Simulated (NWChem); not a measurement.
# AgCl (silver chloride): levels of theory compared

We compute a comparison of 5 runs (HF/STO-3G, HF/def2-TZVPP, PBE0/def2-SVP, CAM-B3LYP/def2-TZVP, MP2/def2-TZVPP) of AgCl (silver chloride). 

Program for the calculation: NWChem 7.3.0.

1 further run of the same task is left out (it didn't finish).

## 1. Starting point

AgCl has 2 atoms, charge 0, and is taken as a singlet. SMILES: `[Cl][Ag]`. Geometry: relaxed at PBE0-D4/def2-TZVP.

Bond lengths: Cl1–Ag2 2.286 Å.

## 2. Energy and gradient at HF/STO-3G (run 1)

agcl.nw reads:

```
start agcl
title "AgCl hf"
memory 2200 mb
charge 0

geometry noautosym nocenter noautoz
  Cl     0.987600    -0.377500     0.491000
  Ag    -0.958100     0.317400    -0.487000
end

basis spherical bse
  Cl library STO-3G
  Ag library STO-3G
end

scf
  thresh 1e-08
  maxiter 80
  print medium
end

task scf gradient
```

Started as:

```sh
nwchem agcl.nw > agcl.out
```

The log of the run:

```text
[...]
  functions       =    36
[...]
  wavefunction    = RHF
[...]
         Total SCF energy =  -5601.156682858625
      One-electron energy =  -8126.350328917221
      Two-electron energy =   2340.224253033631
 Nuclear repulsion energy =    184.969393024966
        Time for solution =      2.0s
[...]
                         RHF ENERGY GRADIENTS
    atom               coordinates                        gradient
                 x          y          z           x          y          z
   1 Cl      1.866293  -0.713372   0.927855    0.048283  -0.017244   0.024269
   2 Ag     -1.810546   0.599799  -0.920297   -0.048283   0.017244  -0.024269
[...]
```

It took 3.3 s on 1 thread of AMD EPYC 9R45 (Zen 5), shared host; peak memory 0.1 GiB.

## 3. Energy and gradient at HF/def2-TZVPP (core potential) (run 2)

geom.nw reads:

```
START geom
TITLE "AgCl"
memory stack 880 mb heap 220 mb global 1100 mb
charge 0

GEOMETRY units angstroms noautosym nocenter noautoz
  Cl       0.987600      -0.377500       0.491000
  Ag      -0.958100       0.317400      -0.487000
END

BASIS spherical bse
  * library def2-TZVPP
END

ECP bse
  Ag library def2-TZVPP
END

SCF
  thresh 1e-08
  maxiter 80
END

TASK scf gradient
```

Started as:

```sh
nwchem geom.nw > geom.out
```

The log of the run:

```text
[...]
  functions       =    98
[...]
  wavefunction    = RHF
[...]
         Total SCF energy =   -605.672451721934
      One-electron energy =  -1047.178516286316
      Two-electron energy =    366.731203554289
 Nuclear repulsion energy =     74.774861010093
        Time for solution =     11.0s
[...]
                         RHF ENERGY GRADIENTS
    atom               coordinates                        gradient
                 x          y          z           x          y          z
   1 Cl      1.866293  -0.713372   0.927855   -0.017367   0.006203  -0.008729
   2 Ag     -1.810546   0.599799  -0.920297    0.017367  -0.006203   0.008729
[...]
```

It took 15 s on 1 thread of AMD EPYC 9R45 (Zen 5), shared host; peak memory 0.13 GiB.

Run 3 isn't shown in full; the table further down has it.

## 4. Energy and gradient at CAM-B3LYP/def2-TZVP (core potential) (run 4)

run.py reads:

```python
from ase import Atoms
from ase.calculators.nwchem import NWChem

system = Atoms('ClAg', positions=[
    [0.987600, -0.377500, 0.491000],
    [-0.958100, 0.317400, -0.487000],
])

calc = NWChem(
    label='a',
    theory='dft',
    memory='2200 mb',
    basis='def2-TZVP',
    basispar='spherical bse',
    dft={'xc': 'xcamb88 1.00 lyp 0.81 vwn_5 0.19 hfexch 1.00', 'cam': '0.33 cam_alpha 0.19 cam_beta 0.46', 'mult': '1', 'grid': 'xfine', 'convergence': 'energy 1e-08', 'direct': None, 'iterations': '100', 'mulliken': None},
    **{'ecp bse': {'Ag library': 'def2-TZVP'}},
)
system.calc = calc

forces = system.get_forces()
e = system.get_potential_energy()
print(f"E = {e:.6f} eV")
print("forces (eV/A):")
for s, f in zip(system.symbols, forces):
    print(f"{s:2s} {f[0]:10.5f} {f[1]:10.5f} {f[2]:10.5f}")
print("dipole (e A):", system.get_dipole_moment().round(4))
```

Started as:

```sh
export ASE_NWCHEM_COMMAND="nwchem PREFIX.nwi > PREFIX.nwo"
python run.py
```

The log of the run:

```text
E = -16523.141630 eV
forces (eV/A):
Cl    0.04474   -0.01599    0.02247
Ag   -0.04474    0.01599   -0.02247
dipole (e A): [-1.0255  0.3662 -0.5155]
```

The calculator wrote a.nwi:

```
title "a"

permanent_dir a

scratch_dir a

start a

geometry units angstrom nocenter noautosym noautoz
  Cl 9.8760000000000003e-01 -3.7750000000000000e-01 4.9099999999999999e-01
  Ag -9.5809999999999995e-01 3.1740000000000002e-01 -4.8699999999999999e-01
end

memory 2200 mb

basis spherical bse noprint
   * library def2-TZVP
end

dft
  xc xcamb88 1.00 lyp 0.81 vwn_5 0.19 hfexch 1.00
  cam 0.33 cam_alpha 0.19 cam_beta 0.46
  mult 1
  grid xfine
  convergence energy 1e-08
  direct
  iterations 100
  mulliken
end
ecp bse
  Ag library def2-TZVP
end

task dft gradient
```

a.nwo:

```text
Northwest Computational Chemistry Package (NWChem) 7.3.0
             --------------------------------------------------------

           Job information
           ---------------

    nwchem branch   = 7.3.0
    use scalapack   = T
    input           = a.nwi
    prefix          = a.
    data base       = a/a.db
    status          = startup
    nproc           =        1

           Memory information
           ------------------

    heap     =     72089596 doubles =      550.0 Mbytes
    stack    =     72089601 doubles =      550.0 Mbytes
    global   =    144179200 doubles =     1100.0 Mbytes (distinct from heap & stack)
    total    =    288358397 doubles =     2200.0 Mbytes
    verify   = yes
    hardfail = no

[... 77 lines left out ...]
  convergence criterion.
[... 45 lines left out ...]
          Spatial weights used:  Erf1
[... 75 lines left out ...]
         Total DFT energy =     -607.214260062591
[... 3 lines left out ...]
 Nuclear repulsion energy =       74.774861010093
[... 628 lines left out ...]
          Convergence on gradient requested:  5.00D-04
[... 31 lines left out ...]
          total energy or number of iterations.
[... 24 lines left out ...]
                                         a

  charge          =   0.00
  wavefunction    = closed shell

  int_init: cando_txs set to always be  F
  intd_init: cando_txs set to always be  F

                         DFT ENERGY GRADIENTS

    atom               coordinates                        gradient
                 x          y          z           x          y          z
   1 Cl      1.866293  -0.713372   0.927855   -0.000870   0.000311  -0.000437
   2 Ag     -1.810546   0.599799  -0.920297    0.000870  -0.000311   0.000437

                 ----------------------------------------
                 |  Time  |  1-e(secs)   |  2-e(secs)   |
                 ----------------------------------------
                 |  CPU   |       0.01   |       7.97   |
                 ----------------------------------------
                 |  WALL  |       0.01   |       7.97   |
                 ----------------------------------------

 Task  times  cpu:       25.7s     wall:       25.7s
 Total times  cpu:       25.7s     wall:       25.7s
```

Run time: 27 s. Hardware: 1 thread of AMD EPYC 9R45 (Zen 5), shared host; peak memory 0.14 GiB.

## 5. Energy and forces at MP2/def2-TZVPP (core potential) (run 5)

agcl.nw reads:

```
start agcl
title "AgCl mp2"
memory total 2200 mb
charge 0

geometry units angstroms noautosym nocenter noautoz
  Cl     0.987600    -0.377500     0.491000
  Ag    -0.958100     0.317400    -0.487000
end

basis spherical bse
  * library def2-TZVPP
end

ecp bse
  Ag library def2-TZVPP
end

scf
  thresh 1e-08
  maxiter 80
  print medium
end

mp2
  freeze core 5
  tight
end

task mp2 gradient
```

Started as:

```sh
nwchem agcl.nw > agcl.out
```

The log of the run:

```text
[...]
  functions       =    98
[...]
  wavefunction    = RHF
[...]
         Total SCF energy =   -605.672451721934
      One-electron energy =  -1047.178516286316
      Two-electron energy =    366.731203554289
 Nuclear repulsion energy =     74.774861010093
        Time for solution =     11.8s
[...]
          Total MP2 energy          -606.522577643877
[...]
                         mp2 ENERGY GRADIENTS
    atom               coordinates                        gradient
                 x          y          z           x          y          z
   1 Cl      1.866293  -0.713372   0.927855    0.005624  -0.002008   0.002827
   2 Ag     -1.810546   0.599799  -0.920297   -0.005624   0.002008  -0.002827
[...]
```

Wall time 32 s (1 thread of AMD EPYC 9R45 (Zen 5), shared host); peak memory 0.38 GiB.

## 6. Overview of the runs

| run | level | core potential | iteration cap | energy (Eh) | dipole moment (D) | HOMO energy (eV) | LUMO energy (eV) | wall time |
| --- | --- | --- | --- | --- | --- | --- | --- | --- |
| 1 | HF/STO-3G | – | 80 | -5601.156683 | 5.32 | -6.79 | 3.22 | 3.3 s |
| 2 | HF/def2-TZVPP (core potential) | def2-TZVPP | 80 | -605.672452 | 7.01 | -10.35 | -0.46 | 15 s |
| 3 | PBE0/def2-SVP (core potential) | def2-SVP | 100 | -606.882195 | 5.27 | -7.35 | -3.08 | 5.1 s |
| 4 | CAM-B3LYP/def2-TZVP (core potential) | def2-TZVP | 100 | -607.214260 | 5.79 | -8.87 | -2.41 | 27 s |
| 5 | MP2/def2-TZVPP (core potential) | def2-TZVPP | 80 | -606.522578 | 6.00 | -10.35 | -0.46 | 32 s |

## 7. Summary of results

```
                                                      quantity          value
                                           run 5: total energy  -606.52258 Eh
run 5: dipole moment (of the density that the program reports)         6.00 D
                    run 5: HOMO energy (Hartree–Fock orbitals)      -10.35 eV
                    run 5: LUMO energy (Hartree–Fock orbitals)       -0.46 eV
                  run 5: HOMO–LUMO gap (Hartree–Fock orbitals)        9.89 eV
            run 5: correlation energy (5 core orbitals frozen)     -850.1 mEh
                               run 5: largest force on an atom     0.340 eV/Å
```

The dipole moment (its size) runs from 5.27 D (PBE0/def2-SVP) to 7.01 D (HF/def2-TZVPP). The two ends differ in method and basis. Over runs 1, 2, 3, 4 the HOMO–LUMO gap runs from 4.27 eV (PBE0/def2-SVP) to 10.01 eV (HF/STO-3G). The two ends differ in method and basis and core potential. Totals of different functionals can't be ranked against each other. Some runs of one species differ in core potentials or relativity; totals across that change don't compare. In run 1 the basis is minimal, so the values are rough. In run 1 relativity is left out where basis or elements ask for it. All runs together took 83 s, the longest 32 s.
